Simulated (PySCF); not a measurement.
# H4Ta (Ta(H)4+): the cost of one run

Method: r2SCAN, Ta def2-SVP with ECP60, H def2-SVP; scalar-relativistic core potentials, no spin–orbit coupling; program: PySCF 2.14.0.

4 further runs of the same task are left out: 2 for a known fault of the program, 1 that didn't finish, 1 set aside as unsound or not needed.

## 1. Where the work starts

5 atoms, charge 1, spin multiplicity 1.

Bond lengths: Ta1–H2 1.840 Å, Ta1–H3 1.840 Å, Ta1–H4 1.840 Å, Ta1–H5 1.840 Å. Angles: H2–Ta1–H3 90.0°, H2–Ta1–H4 180.0°, H2–Ta1–H5 90.0°, H3–Ta1–H4 90.0°, H3–Ta1–H5 180.0°, H4–Ta1–H5 90.0°.

As a file:

```xyz
5
H4Ta
Ta    0.00000    0.00000    0.00000
H     1.84000    0.00000    0.00000
H     0.00000    1.84000    0.00000
H    -1.84000    0.00000    0.00000
H     0.00000   -1.84000    0.00000
```

Formal oxidation states: Ta +5.

## 2. SCF at the start, singlet

run.py (the lines that set the calculation)

```python
mol = gto.M(atom='''
Ta     0.00000     0.00000     0.00000
H      1.84000     0.00000     0.00000
H      0.00000     1.84000     0.00000
H     -1.84000     0.00000     0.00000
H      0.00000    -1.84000     0.00000''',
    basis={'Ta': 'def2-SVP', 'H': 'def2-SVP'},
    ecp={'Ta': 'def2-SVP'},
    charge=1, spin=0)
mf = dft.RKS(mol, xc='R2SCAN')
mf.grids.atom_grid = (50, 194)
mf = mf.density_fit()  # fitting sets: Ta def2-universal-JKFIT, H def2-universal-JKFIT
mf.conv_tol = 1e-08; mf.max_cycle = 55
mf.kernel(dm0)  # dm0: free metal ions and neutral atoms
```

Run with:

```console
OMP_NUM_THREADS=2 python run.py
```

Q: Estimate wall time and peak memory on 2 threads of Arm Neoverse V1, shared host.

About 12 s, with a peak of 0.33 GiB.
